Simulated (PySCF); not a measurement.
# HfNBr: singlet, from a bent start

Aim: relax HfNBr as a singlet from a bent start, check by its vibrations whether the end is a minimum, and collect its spectrum and constants.

Method: PBE0, basis Hf def2-TZVP with ECP60, N def2-TZVP, Br def2-TZVP, scalar-relativistic core potentials, no spin–orbit coupling, density fitting; program: PySCF 2.14.0.

### Step 1. The starting structure

3 atoms, charge 0, spin multiplicity 1.

Bond lengths: Hf1–N2 1.880 Å, Hf1–Br3 2.660 Å. Angles: N2–Hf1–Br3 110.0°.

Coordinates in bohr (charge 0 multiplicity 1):
```
Hf    0.0000    0.0000    0.0000
N    -2.9102    0.0000    2.0377
Br    4.1175    0.0000    2.8832
```

### Step 2. First SCF at the start

One driver script runs all steps and calls PySCF; scf.py shows how it sets up the SCF of each step. The optimiser is the driver's own. After this first run the driver tries any further starts and a stability analysis.

File scf.py:

```python
from pyscf import gto, scf, dft
mol = gto.M(atom='''
Hf     0.000000     0.000000     0.000000
N     -1.540000     0.000000     1.078300
Br     2.178900     0.000000     1.525700''',
    basis={'Hf': 'def2-TZVP', 'N': 'def2-TZVP', 'Br': 'def2-TZVP'},
    ecp={'Hf': 'def2-TZVP'},
    charge=0, spin=0)
mf = dft.RKS(mol, xc='PBE0')
mf.grids.atom_grid = (50, 194)
aux = {'Hf': 'def2-universal-JKFIT', 'N': 'def2-universal-JKFIT', 'Br': 'def2-universal-JKFIT'}
mf = mf.density_fit(auxbasis=aux)
mf.conv_tol = 1e-08
mf.diis_space = 10
mf.max_cycle = 60
mf.init_guess = 'minao'
mf.verbose = 4
mf.kernel()
```

Started as:

```console
$ OMP_NUM_THREADS=4 python axn.py task.json out
```

Output (excerpt; [...] marks lines left out):

```text
[... the frontier levels of the middle cycles are left out ...]
init E= -2656.96993015519
  HOMO = -0.42450869165115  LUMO = -0.314356872086555  gap/eV = 2.99738
cycle= 1 E= -2676.28100475059  delta_E= -19.3  |g|= 0.975  |ddm|= 6.55
  HOMO = -0.0946706982346628  LUMO = -0.0803166446989582  gap/eV = 0.39059
cycle= 2 E= -2672.10235184451  delta_E= 4.18  |g|=  2.9  |ddm|= 3.07
  HOMO = -0.220940071598454  LUMO = -0.102431202799088  gap/eV = 3.22479
cycle= 3 E= -2676.36503096939  delta_E= -4.26  |g|= 0.71  |ddm|= 2.98
cycle= 4 E= -2676.4906687145  delta_E= -0.126  |g|= 0.298  |ddm|= 0.652
cycle= 5 E= -2676.51199816381  delta_E= -0.0213  |g|= 0.0897  |ddm|= 0.338
cycle= 6 E= -2676.51394973411  delta_E= -0.00195  |g|= 0.0507  |ddm|= 0.102
cycle= 7 E= -2676.51434411645  delta_E= -0.000394  |g|= 0.0313  |ddm|= 0.0257
cycle= 8 E= -2676.51456995697  delta_E= -0.000226  |g|= 0.0114  |ddm|= 0.0183
cycle= 9 E= -2676.51460618076  delta_E= -3.62e-05  |g|= 0.00228  |ddm|= 0.0125
cycle= 10 E= -2676.51460779594  delta_E= -1.62e-06  |g|= 0.000332  |ddm|= 0.00247
cycle= 11 E= -2676.51460789685  delta_E= -1.01e-07  |g|= 8.46e-05  |ddm|= 0.000863
cycle= 12 E= -2676.51460792658  delta_E= -2.97e-08  |g|= 3.98e-05  |ddm|= 0.000638
cycle= 13 E= -2676.51460793384  delta_E= -7.26e-09  |g|= 2.66e-05  |ddm|= 0.000389
  HOMO = -0.228831706897648  LUMO = -0.135579271390442  gap/eV = 2.53753
Extra cycle  E= -2676.51460793172  delta_E= 2.12e-09  |g|= 0.000108  |ddm|= 0.000107
converged SCF energy = -2676.51460793172
```

This step, with its further starts and checks, took 7.7 s on 4 threads of Arm Neoverse V2, shared host.

The starts that the driver tried:

| start | energy (Eh) |
| --- | --- |
| the minimal-basis guess | -2676.514608 |
| a thermally smeared density | -2676.514608 |
| a smeared PBE density | -2676.514608 |

The test of internal stability and the other starts found no lower closed-shell solution.

### Step 3. Bent start, singlet: relaxation

The program finds Cs symmetry in the start, which this walk keeps. Threshold on the gradient: 0.0003 Eh/bohr, with a further test on the energy change.

Changes to scf.py since step 2:

```diff
@@ -3,3 +3,3 @@
-Hf     0.000000     0.000000     0.000000
-N     -1.540000     0.000000     1.078300
-Br     2.178900     0.000000     1.525700''',
+Hf    -0.551147     0.000000    -0.496596
+N     -2.091147     0.000000     0.581704
+Br     1.627753     0.000000     1.029104''',
@@ -16 +15,0 @@
-mf.init_guess = 'minao'
```

Energy and gradient, step by step:

| step | energy (Eh) | change (kJ/mol) | largest symmetric gradient (Eh/bohr) |
| --- | --- | --- | --- |
| 0 | -2676.514608 | 0.00 | 0.08282 |
| 1 | -2676.534032 | -51.00 | 0.01504 |
| 2 | -2676.534805 | -53.03 | 0.01138 |
| 3 | -2676.535013 | -53.57 | 0.00244 |
| 4 | -2676.535052 | -53.68 | 0.00063 |
| 5 | -2676.535056 | -53.69 | 0.00045 |
| 6 | -2676.535057 | -53.69 | 0.00004 |

The walk took 11 s.

It settles in Cs symmetry, 53.7 kJ/mol below the start, after 6 steps: Hf–Br 2.536 Å, Hf–N 1.721 Å; Br–Hf–N 109.5°.

### Step 4. Frequencies

On the finer grid the gradient is checked again; gradients at displacements of ±0.02 bohr then give force constants and infrared intensities.

Changes to scf.py since step 3:

```diff
@@ -3,3 +3,3 @@
-Hf    -0.551147     0.000000    -0.496596
-N     -2.091147     0.000000     0.581704
-Br     1.627753     0.000000     1.029104''',
+Hf    -0.531390     0.000000    -0.468413
+N     -1.929121     0.000000     0.536002
+Br     1.554612     0.000000     0.974673''',
@@ -10 +10 @@
-mf.grids.atom_grid = (50, 194)
+mf.grids.atom_grid = (75, 302)
@@ -13 +13 @@
-mf.conv_tol = 1e-08
+mf.conv_tol = 1e-10
```

This SCF starts from the last density.

SCF at the final geometry:

```text
init E= -2676.53522859652
  HOMO = -0.224835400863086  LUMO = -0.122354074791345  gap/eV = 2.78866
cycle= 1 E= -2676.53522859651  delta_E= 1.05e-11  |g|= 3.99e-06  |ddm|= 7.56e-06
  HOMO = -0.224836466939614  LUMO = -0.122354573912247  gap/eV = 2.78867
Extra cycle  E= -2676.53522859651  delta_E= -1.82e-12  |g|= 6.77e-06  |ddm|= 9.4e-06
converged SCF energy = -2676.53522859651
```

The whole step took 32 s.

Geometry: Cs; Hf–Br 2.537 Å, Hf–N 1.721 Å; Br–Hf–N 109.6°.

Modes, for the most abundant isotopes:

```tsv
symmetry	ω (cm⁻¹)	IR (km/mol)	type
a'	163	13.5	bend
a'	244	42.4	mixed
a'	980	87.7	stretch
```

No imaginary mode, so this is a minimum.

Constants and moments:

* Dipole moment: 7.13 D
* Highest occupied level: -6.12 eV
* Lowest empty level: -3.33 eV
* Rotational constants: 0.5193, 0.0444, 0.0409 cm⁻¹
* Zero-point energy: 8.3 kJ/mol
* Principal polarisabilities: 43.2, 61.5, 88.6 bohr³
* Atomisation energy without zero-point energy: 885 kJ/mol
* Principal traceless quadrupole moments about the centre of mass: -20.90, 10.10, 10.81 D Å
* Entropy at 298.15 K and 1 bar: 309.9 J/(mol K)
* Heat capacity Cp at 298.15 K: 50.2 J/(mol K)
* Enthalpy at 298.15 K above 0 K: 12.95 kJ/mol
* Rotational symmetry number: 1

Charges (e) and bond orders:

```csv
atom,Mulliken,Löwdin,polar tensor,Mayer order to Hf1
Hf1,0.91,0.41,1.31,–
N2,-0.50,-0.39,-0.76,3.05
Br3,-0.41,-0.03,-0.55,1.01
```

Outer orbital energies (eV). occupied: -20.56, -17.35, -9.28, -8.38, -8.36, -6.92, -6.67, -6.12; empty: -3.33, -1.82, -1.79, -0.57.

Mulliken populations on Hf1 (outside its core potential): s 2.28, p 6.26, d 2.49, f 0.07.

### Step 5. Would spin polarisation lower it?

At the lowest minimum the closed shell is tested against spin polarisation, on the (50, 194) grid. It is stable.

### Step 6. What came out

```
                                 quantity                                        value
                                  minimum                                  singlet, Cs
                                 geometry  Hf–Br 2.537 Å, Hf–N 1.721 Å; Br–Hf–N 109.6°
                       wavenumbers (cm⁻¹)                 163 (a'), 244 (a'), 980 (a')
                            dipole moment                                       7.13 D
     highest occupied, lowest empty level                              -6.12, -3.33 eV
               polar-tensor charge of Hf1                                      +1.31 e
                        zero-point energy                                   8.3 kJ/mol
                      entropy at 298.15 K                              309.9 J/(mol K)
atomisation energy (no zero-point energy)                                   885 kJ/mol
```

What this shows: The molecule stays Cs, as typed, and the end point is a minimum. The strongest infrared band lies at 980 cm⁻¹ (a', stretch). With 7.1 D the molecule is strongly polar. Other starts or spin states, not run here, may lie lower. With an element this heavy the missing spin–orbit coupling can shift these numbers.

The search up to here took 53 s on 4 threads of Arm Neoverse V2, shared host.
